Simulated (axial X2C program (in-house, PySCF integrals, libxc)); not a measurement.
# Linear NSbN at several levels

The task here is to estimate one member of a computed series from the others.

Method: all-electron X2C, two-component (2c) or spin-free, N dyall-av3z, Sb dyall-v3z; program: an in-house X2C program for linear molecules on PySCF integrals.

All values are calculated.

2 further runs of the same task are left out: 2 set aside as unsound or not needed.

Set-up of the first run:

Input file task.json:

```json
{"zs": [7, 51, 7], "q": 0, "bas": ["dyall-av3z", "dyall-v3z", "dyall-av3z"], "r0": [1.93, 1.93], "symm": 1, "scan": ["PBE0", "HF", "B3LYP"], "levels": ["PBE0", "HF", "LDA"], "nst": 2}
```

Keys: zs atomic numbers; q charge; bas basis sets; r0 starting distance in Å; symm equal bonds; scan levels of the two-bond scan; levels methods; nst determinants followed.

Started as:

```bash
$ python solin.py task.json out
```

Masses N 14.003, Sb 120.904, N 14.003 u.

Steps of the session up to this table: Scan at PBE0, 2c; Scan at B3LYP, 2c; Scan at PBE0, spin-free.

One table of the session follows, with a row left open; its other results are not shown here.

```
           level  r(N–Sb) (Å)  r(Sb–N) (Å)  lower stretch (cm⁻¹)  upper stretch (cm⁻¹)
        PBE0, 2c        1.862        1.862                 708.6                 763.3
       B3LYP, 2c            ?            ?                     ?                     ?
 PBE0, spin-free        1.861        1.861                 698.1                 765.5
B3LYP, spin-free        1.876        1.876                 659.8                 746.3
```

**Question.** Estimate the row for B3LYP, 2c.

The run gave: r(N–Sb) (Å): 1.878; r(Sb–N) (Å): 1.878; lower stretch (cm⁻¹): 670.3; upper stretch (cm⁻¹): 743.1. In the column «r(N–Sb) (Å)» it is the highest.

Scans not shown above were run alike.

The molecule was held linear; bending was not examined, so a bent shape may lie lower. Note: functional without a current term on a determinant with orbital currents, of the molecule or an atom.
